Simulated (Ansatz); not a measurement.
# Li3H8: the cost of one run

Method: DFT PBE, scalar-relativistic, plane waves, PAW, in Ansatz 0.2.0.

## 1. The structure to begin with

The structure is orthorhombic, space group C222 (No. 21). Conventional cell: a = 5.851 Å, b = 9.556 Å, c = 3.480 Å, α = 90.00°, β = 90.00°, γ = 90.00°. Around Li (site symmetry 222) lie 6 H at 1.74 to 1.80 Å. Li (site symmetry 2) is surrounded by 5 H at 1.68 to 1.95 Å. Around H (site symmetry 222) lie 2 Li at 1.68 Å. H (site symmetry 222) is surrounded by 2 Li at 1.74 Å. H (site symmetry 2) is surrounded by 2 Li at 1.75 Å. H (site symmetry 1) has 2 Li at 1.80 to 1.95 Å in its first shell of neighbours.

Structure file:

```
Li H
1.0
     2.92559   -4.77824    0.00000
     2.92559    4.77824    0.00000
     0.00000    0.00000    3.47992
Li H
3 8
Direct
  0.00000 0.00000 0.00000
  0.67600 0.32400 0.00000
  0.32400 0.67600 0.00000
  0.50000 0.50000 0.00000
  0.00000 0.00000 0.50000
  0.69800 0.30200 0.50000
  0.30200 0.69800 0.50000
  0.00500 0.30900 0.15000
  0.99500 0.69100 0.15000
  0.30900 0.00500 0.85000
  0.69100 0.99500 0.85000
```

The cell is invented: species swapped into a database cell of W3O8 (C222, No. 21), with Li on the W sites and H on the O sites. Its size is a rough estimate.

## 2. A first look at the guess

input.yaml

```yaml
crystal:
  lattice:
    - [2.92558644, -4.77824408, 0.0]
    - [2.92558644, 4.77824408, 0.0]
    - [0.0, 0.0, 3.47991773]
  atoms:
    - { symbol: Li, position: [0.0, 0.0, 0.0] }
    - { symbol: Li, position: [0.676, 0.324, 0.0] }
    - { symbol: Li, position: [0.324, 0.676, 0.0] }
    - { symbol: H, position: [0.5, 0.5, 0.0] }
    - { symbol: H, position: [0.0, 0.0, 0.5] }
    - { symbol: H, position: [0.69800001, 0.30199999, 0.5] }
    - { symbol: H, position: [0.30199999, 0.69800001, 0.5] }
    - { symbol: H, position: [0.005, 0.30899999, 0.15000001] }
    - { symbol: H, position: [0.995, 0.69100001, 0.15000001] }
    - { symbol: H, position: [0.30899999, 0.005, 0.84999999] }
    - { symbol: H, position: [0.69100001, 0.995, 0.84999999] }
basis:
  ecutwfc: 420
kpoints:
  mp_grid: { grid: [4, 4, 6] }
hamiltonian:
  xc: pbe
scf:
  occupations: { method: gaussian, width: 0.1 }
  lower_state_search: "off"
output:
  forces: true
  stress: true
  eigenvalues: true
```

Run with:

```sh
$ ansatz run input.yaml --threads 1 --pin off --max-ram 2560MiB --backend cpu --events-out ev --progress --plain --runs-dir out
```

**Question.** How long does this run take on 1 thread of Intel Xeon at 2.50GHz (Skylake/Cascade Lake), shared host, and how much memory does it need?

About 8.3 s, with a peak of 0.33 GiB.
